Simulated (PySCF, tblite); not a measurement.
# C5H5F3Ge: geometry, infrared bands and NMR shifts

What infrared bands and NMR shifts should C5H5F3Ge (`FC(F)(F)[C]1=CC=[CH][GeH2]1`) show?

Programs: tblite 0.8.0 and PySCF 2.14.0, with density-fitted response routines of our own. Each step states its level of theory. These are calculated values for one molecule in the gas phase, unless marked as measured. Atoms count from 0, in the outputs and in this text.

## 1. The molecule as given

14 atoms, charge 0, multiplicity 1; geometry from: force field or distance geometry start.

Bonds of the start (Å): F0–C1 1.39, C1–F2 1.39, C1–F3 1.39, C1–C4 1.49, C4–C5 1.33, C5–C6 1.47, C6–C7 1.32, C7–Ge8 1.90, Ge8–C4 1.91, C5–H9 1.09, C6–H10 1.09, C7–H11 1.09, Ge8–H12 1.54, Ge8–H13 1.55.

## 2. Optimising the geometry with GFN2-xTB

The job: settings as JSON, then the geometry in Å.

```
{"job": {"kind": "relax", "xc": "GFN2-xTB", "basis": "xTB"}, "charge": 0, "multiplicity": 1}
F      2.539600    -1.339100     0.255400
C      2.046500    -0.034800     0.253200
F      2.422900     0.571100     1.451100
F      2.615100     0.660900    -0.801000
C      0.556800    -0.056000     0.147400
C     -0.255200    -0.650300     1.012500
C     -1.685400    -0.544200     0.705900
C     -1.979900     0.128800    -0.392400
Ge    -0.419600     0.763300    -1.272100
H      0.113700    -1.173100     1.893500
H     -2.449400    -0.989400     1.339300
H     -3.001600     0.276700    -0.744400
H     -0.188000     0.073700    -2.627300
H     -0.316200     2.311600    -1.243400
```

Started as:

```sh
OMP_NUM_THREADS=1 python probes_run.py task.json out
```

One launch serves the whole session: the jobs run in the order shown.

The program printed:

```text
step      E/eV     max force
  0    -797.56374    1.841
  1    -797.74058    1.010
  2    -797.81672    0.576
  3    -797.83763    0.357
  4    -797.85793    0.336
  5    -797.86594    0.332
  6    -797.88084    0.375
  7    -797.88998    0.238
  8    -797.89485    0.150
  9    -797.89745    0.095
 10    -797.89888    0.101
 11    -797.89977    0.100
 12    -797.90058    0.095
 13    -797.90130    0.064
 14    -797.90171    0.050
 15    -797.90189    0.050
 16    -797.90202    0.043
 17    -797.90218    0.042
 18    -797.90231    0.032
 19    -797.90240    0.019
 20    -797.90244    0.018
 21    -797.90249    0.020
 22    -797.90255    0.025
 23    -797.90261    0.019
 24    -797.90266    0.021
 25    -797.90271    0.020
 26    -797.90276    0.026
 27    -797.90282    0.031
 28    -797.90287    0.025
 29    -797.90292    0.014
 30    -797.90295    0.013
 31    -797.90297    0.010
```

It took 0.21 s on 1 thread of Arm Neoverse V1, shared host.

The steps of the relaxation:

| step | energy from step 0 (eV) | largest force (eV/Å) |
| --- | --- | --- |
| 0 | 0.0000 | 1.8410 |
| 1 | -0.1768 | 1.0102 |
| 2 | -0.2530 | 0.5757 |
| 3 | -0.2739 | 0.3569 |
| 4 | -0.2942 | 0.3362 |
| 5 | -0.3022 | 0.3319 |
| 6 | -0.3171 | 0.3747 |
| 7 | -0.3262 | 0.2377 |
| 8 | -0.3311 | 0.1499 |
| 9 | -0.3337 | 0.0952 |
| 10 | -0.3351 | 0.1009 |
| 11 | -0.3360 | 0.1004 |
| 12 | -0.3368 | 0.0950 |
| 13 | -0.3376 | 0.0636 |
| 14 | -0.3380 | 0.0505 |
| 15 | -0.3381 | 0.0502 |
| 16 | -0.3383 | 0.0426 |
| 17 | -0.3384 | 0.0416 |
| 18 | -0.3386 | 0.0319 |
| 19 | -0.3387 | 0.0191 |
| 20 | -0.3387 | 0.0178 |
| 21 | -0.3387 | 0.0205 |
| 22 | -0.3388 | 0.0249 |
| 23 | -0.3389 | 0.0190 |
| 24 | -0.3389 | 0.0214 |
| 25 | -0.3390 | 0.0198 |
| 26 | -0.3390 | 0.0256 |
| 27 | -0.3391 | 0.0314 |
| 28 | -0.3391 | 0.0255 |
| 29 | -0.3392 | 0.0140 |
| 30 | -0.3392 | 0.0132 |
| 31 | -0.3392 | 0.0097 |

Close pairs (by a distance rule), those that changed most:

```csv
bond,before (Å),after (Å),change (Å)
C7–Ge8,1.900,1.959,+0.058
Ge8–H13,1.552,1.495,-0.057
F0–C1,1.394,1.346,-0.048
C1–F2,1.394,1.346,-0.048
Ge8–H12,1.538,1.495,-0.043
C4–Ge8,1.908,1.950,+0.043
C1–F3,1.385,1.352,-0.033
C1–C4,1.494,1.473,-0.021
```

The final coordinates are the input of the step that follows.

## 3. Infrared spectrum with GFN2-xTB

The job: settings as JSON, then the geometry in Å.

```
{"job": {"kind": "ir", "xc": "GFN2-xTB", "basis": "xTB"}, "charge": 0, "multiplicity": 1}
F      2.594325    -1.269583     0.250377
C      2.029927    -0.047897     0.273568
F      2.482731     0.550871     1.390687
F      2.565971     0.634421    -0.763096
C      0.561448    -0.068091     0.162006
C     -0.276834    -0.655875     1.022653
C     -1.696375    -0.545574     0.707842
C     -2.042170     0.123694    -0.398845
Ge    -0.426137     0.777991    -1.291408
H      0.038721    -1.188969     1.907976
H     -2.410358    -1.005368     1.375837
H     -3.068367     0.248017    -0.697593
H     -0.113676     0.184953    -2.627674
H     -0.239885     2.260936    -1.334496
```

The program printed:

```text
mode    cm-1     km/mol
  1      -2.9      0.10
  2     110.4      0.37
  3     111.9      2.81
  4     196.1      0.72
  5     273.2     12.75
  6     316.6     10.69
  7     345.0      4.69
  8     361.8      5.70
  9     435.1      5.76
 10     446.5      9.23
 11     508.6      4.63
 12     536.7     30.50
 13     553.3     79.90
 14     592.2      8.06
 15     612.4     24.99
 16     648.8     18.47
 17     741.4     73.06
 18     747.2     29.08
 19     804.7    141.07
 20     883.9      7.83
 21     910.8      0.50
 22     942.0     37.06
 23    1007.4    112.63
 24    1026.1    323.98
 25    1037.5    137.59
 26    1102.8     43.33
 27    1227.9     29.59
 28    1236.7    229.10
 29    1289.1      1.50
 30    1552.2      8.71
 31    1639.9     24.24
 32    2011.2    174.25
 33    2064.9    378.87
 34    3067.0     12.88
 35    3075.6     39.80
 36    3104.9     22.45
```

Run time: 0.49 s. Hardware: 1 thread of Arm Neoverse V1, shared host.

The strongest bands and the atoms that carry them (share of the mass-weighted mode):

```csv
cm⁻¹,km/mol,atoms
553,79.9,"H13 31 %, H12 31 %"
805,141.1,"H13 47 %, H12 47 %"
1007,112.6,"C1 30 %, C5 18 %, H11 12 %, C6 12 %"
1026,324.0,"C1 74 %, F0 12 %, F2 12 %"
1038,137.6,"C1 44 %, H9 14 %, C5 13 %"
1237,229.1,"C1 45 %, C4 23 %, H10 14 %"
2011,174.2,"H13 51 %, H12 48 %"
2065,378.9,"H12 51 %, H13 48 %"
```

## 4. Shielding tensors: PBE0/pcSseg-1

Same as in step 3 but for these lines:

```diff
@@ -1,2 +1,2 @@
-{"job": {"kind": "ir", "xc": "GFN2-xTB", "basis": "xTB"}, "charge": 0, "multiplicity": 1}
+{"job": {"kind": "nmr", "xc": "PBE0", "basis": "pcSseg-1"}, "charge": 0, "multiplicity": 1}
 F      2.594325    -1.269583     0.250377
```

Level: GIAO PBE0/pcSseg-1 NMR shielding, non-relativistic, gas phase.

The program printed:

```text
coarse grid: 61576 points
cycle   1  E = -2568.8204723964  dE =  8.646e-01  |g| = 1.226e+00  |ddm| = 3.780e+00
cycle   2  E = -2568.6660110185  dE =  1.545e-01  |g| = 1.558e+00  |ddm| = 1.434e+00
cycle   3  E = -2568.9923797304  dE = -3.264e-01  |g| = 1.922e-01  |ddm| = 9.649e-01
cycle   4  E = -2568.9976374949  dE = -5.258e-03  |g| = 1.048e-01  |ddm| = 2.293e-01
cycle   5  E = -2569.0001423832  dE = -2.505e-03  |g| = 2.126e-02  |ddm| = 9.434e-02
cycle   6  E = -2569.0002225310  dE = -8.015e-05  |g| = 4.224e-03  |ddm| = 1.696e-02
cycle   7  E = -2569.0002259016  dE = -3.371e-06  |g| = 8.235e-04  |ddm| = 4.630e-03
final grid: 130752 points
cycle   8  E = -2569.0002303893  dE =  1.775e-07  |g| = 1.213e-03  |ddm| = 2.232e-03
cycle   9  E = -2569.0002296805  dE =  7.089e-07  |g| = 2.033e-03  |ddm| = 2.830e-03
cycle  10  E = -2569.0002307788  dE = -1.098e-06  |g| = 2.222e-04  |ddm| = 1.809e-03
cycle  11  E = -2569.0002307927  dE = -1.388e-08  |g| = 2.733e-05  |ddm| = 2.321e-04
cycle  12  E = -2569.0002307928  dE = -1.110e-10  |g| = 6.433e-06  |ddm| = 2.344e-05
converged SCF energy = -2569.0002307928

GIAO shielding tensors (ppm)
atom      isotropic    diamagn.    paramagn.     s11        s22        s33       span
  0 F      240.291     473.416    -233.125    165.135    222.839    332.898    167.763
  1 C       52.843     239.247    -186.405     44.854     52.817     60.857     16.003
  2 F      240.346     473.422    -233.076    165.267    222.803    332.969    167.702
  3 F      234.102     474.138    -240.036    175.657    181.651    344.996    169.339
  4 C       42.748     266.138    -223.390    -42.307     38.165    132.387    174.694
  5 C       32.627     250.432    -217.806    -80.747     32.178    146.450    227.197
  6 C       33.512     253.668    -220.156    -80.436     41.742    139.231    219.667
  7 C       44.086     259.822    -215.736    -62.413     27.787    166.885    229.299
  8 Ge    1481.452    2754.622   -1273.170   1374.443   1464.222   1605.692    231.249
  9 H       24.240      31.426      -7.186     20.967     22.796     28.957      7.989
 10 H       24.375      29.886      -5.511     22.706     22.809     27.609      4.903
 11 H       24.976      30.391      -5.415     23.972     24.094     26.863      2.892
 12 H       26.929      28.507      -1.578     20.057     22.096     38.635     18.578
 13 H       26.926      28.503      -1.577     20.053     22.096     38.629     18.576
```

Run time: 42 s. Hardware: 1 thread of Arm Neoverse V1, shared host; peak memory 0.96 GiB.

The references, computed at this level on geometries of the same kind, shield at (ppm): 1H TMS 31.72, 13C TMS 186.9, 19F CFCl3 170.9, 73Ge GeMe4 1331. Their shielding less the atom's gives the shift. The references are single molecules in the gas phase, so shifts against H2O, NH3, PH3, H3PO4 or CFCl3 are not on the usual liquid scales and can be off by tens of ppm. Atoms listed in one row are averaged.

```csv
atoms,environment,σ (ppm),δ (ppm)
C5,alkene CH,32.6,154.3
C6,alkene CH,33.5,153.4
C4,fully substituted alkene carbon,42.7,144.2
C7,alkene CH,44.1,142.8
C1,CF3 carbon,52.8,134.1
H9,hydrogen on an alkene CH,24.24,7.48
H10,hydrogen on an alkene CH,24.38,7.34
H11,hydrogen on an alkene CH,24.98,6.74
"H12, H13","hydrogen on a germanium bonded to 2 C, in a 5-membered ring",26.93,4.79
"F0, F2, F3",fluorine of a CF3 group,238.2,-67.3
Ge8,"germanium bonded to 2 C, 2 H, in a 5-membered ring",1481,-150
```

The run also stored atomic charges by several schemes (e):

```csv
atoms,Mulliken,IAO,Hirshfeld,ESP fit
"F0, F2, F3",-0.28,-0.29,-0.10,-0.20
C1,0.93,0.80,0.25,0.57
C4,-0.68,-0.31,-0.13,-0.29
C5,0.03,-0.11,-0.03,-0.05
C6,-0.06,-0.14,-0.04,-0.07
C7,-0.40,-0.38,-0.13,-0.40
Ge8,0.67,0.64,0.33,0.48
```

Mayer bond orders: F0–C1 1.01, C1–F2 1.01, C1–F3 0.96, C1–C4 1.03, C4–C5 1.72, C5–C6 1.10, C6–C7 1.78, C7–Ge8 0.88, Ge8–C4 0.79.

Ring of atoms C4, C5, C6, C7, Ge8: NICS(0) -0.1, NICS(1) -2.3, NICS(1)zz 0.9 ppm (means of both faces).

## 5. What came out

| quantity | value |
| --- | --- |
| strongest single infrared mode (GFN2-xTB) | 2065 cm⁻¹, 379 km/mol |
| zero-point energy (GFN2-xTB) | 50.8 kcal/mol |
| 13C shifts against TMS (PBE0/pcSseg-1) | 154.3, 153.4, 144.2, 142.8, 134.1 ppm |
| 1H shifts against TMS (PBE0/pcSseg-1, means over atoms taken as alike) | 7.48, 7.34, 6.74, 4.79 ppm |
| 19F shifts against CFCl3 (PBE0/pcSseg-1, means over atoms taken as alike) | -67.3 ppm |
| 73Ge shifts against GeMe4 (PBE0/pcSseg-1) | -150 ppm |

Relaxing lowered the energy by 0.339 eV in 31 steps; the close pair that moved most is C7–Ge8, from 1.900 to 1.959 Å. The lowest mode is slightly imaginary (3i cm⁻¹), a soft motion within the noise of the Hessian, so the minimum is not strictly shown. The strongest single mode, at 2065 cm⁻¹, moves mainly H12 and H13. GFN2-xTB is a fitted tight-binding method: band positions and strengths are rough. Its intensities can rank the bands wrongly. Spin-orbit coupling is left out, which matters for shieldings and couplings at and beside the heavy atoms.
